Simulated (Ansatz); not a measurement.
# Be₂H₂ (singlet): the correlation ladder at scale of all distances = 1.284, cc-pVDZ

The task here is to estimate one member of a computed series from the others.

Program: Ansatz 0.2.0, Gaussian basis. Level of theory: cc-pVDZ, core rule «outside noble gas», up to 2 orbitals frozen. These are calculated values, not measurements.

To be run: UHF; CCSD(T) on RHF; BCCD(T) on RHF; CISD; CCSDT(Q) on RHF; CASSCF and MRCISD+Q, 2 electrons in 2 orbitals; CASSCF and NEVPT2, 2 electrons in 2 orbitals; CASSCF and MRCISD+Q, 6 electrons in 10 orbitals; CASSCF and MRCISD+Q(relaxed), 6 electrons in 10 orbitals; CASSCF and NEVPT2, 6 electrons in 10 orbitals; Full CI.

17 further runs of the same task are left out: 1 for a mislabelled method, 12 that didn't finish, 4 set aside as unsound or not needed.

## The system

The geometry derives from a PBE0/def2-TZVP stationary point (not a proven minimum). All distances are scaled together.

4 atoms, charge 0, spin multiplicity 1.

Atoms are counted from 1 here; the program's logs count them from 0.

No contacts short enough for the rule that draws bonds.

Set-up of the first run:

File in.yaml:

```yaml
crystal:
  periodic: [false, false, false]
  atoms:
    - {symbol: Be, position_ang: [0.000000, 0.000000, 1.351705]}
    - {symbol: Be, position_ang: [0.000000, 0.000000, -1.351705]}
    - {symbol: H, position_ang: [0.000000, 0.000000, 3.081918]}
    - {symbol: H, position_ang: [0.000000, 0.000000, -3.081918]}
basis:
  gaussian: {orbitals: cc-pVDZ}
magnetization: {spin_polarized: true, initial_magnetization: 0}
hamiltonian: {xc: hf}
output: {orbitals: {seedname: orbitals}}
```

Launch:

```sh
$ ansatz run in.yaml --threads 1 --pin off --events-out ev --progress --plain --max-ram 2393MiB
```

Steps of the session up to this table: UHF; CCSD(T) on RHF; BCCD(T) on RHF; CISD; CCSDT(Q) on RHF; CASSCF and MRCISD+Q, 2 electrons in 2 orbitals; CASSCF and NEVPT2, 2 electrons in 2 orbitals; CASSCF and MRCISD+Q, 6 electrons in 10 orbitals; CASSCF and MRCISD+Q(relaxed), 6 electrons in 10 orbitals; CASSCF and NEVPT2, 6 electrons in 10 orbitals; Full CI.

One table of the session follows, with a row left open; its other results are not shown here.

```
                   method  from FCI (meV)
                      RHF               ?
                     RMP2          +887.5
                     CISD          +247.9
                    RCCSD           +83.6
                 RCCSD(T)           +26.6
                  BCCD(T)           +26.1
                   RCCSDT            +3.8
                RCCSDT(Q)            +1.2
              CASSCF pair         +2509.9
              NEVPT2 pair          +817.6
              MRCISD pair          +175.7
            MRCISD+Q pair           -27.3
           CASSCF valence         +1026.8
           NEVPT2 valence          +335.5
           MRCISD valence           +36.6
         MRCISD+Q valence           +10.8
MRCISD+Q(relaxed) valence           -11.5
                      FCI               0
```

**Question.** Estimate the row for RHF.

**Answer.** from FCI (meV): +3038.1. In the column «from FCI (meV)» it is the highest.

Caveats from the session: MRCISD+Q pair, MRCISD+Q(relaxed) valence fall below full CI: the +Q correction isn't variational, and the cores differ from full CI's.
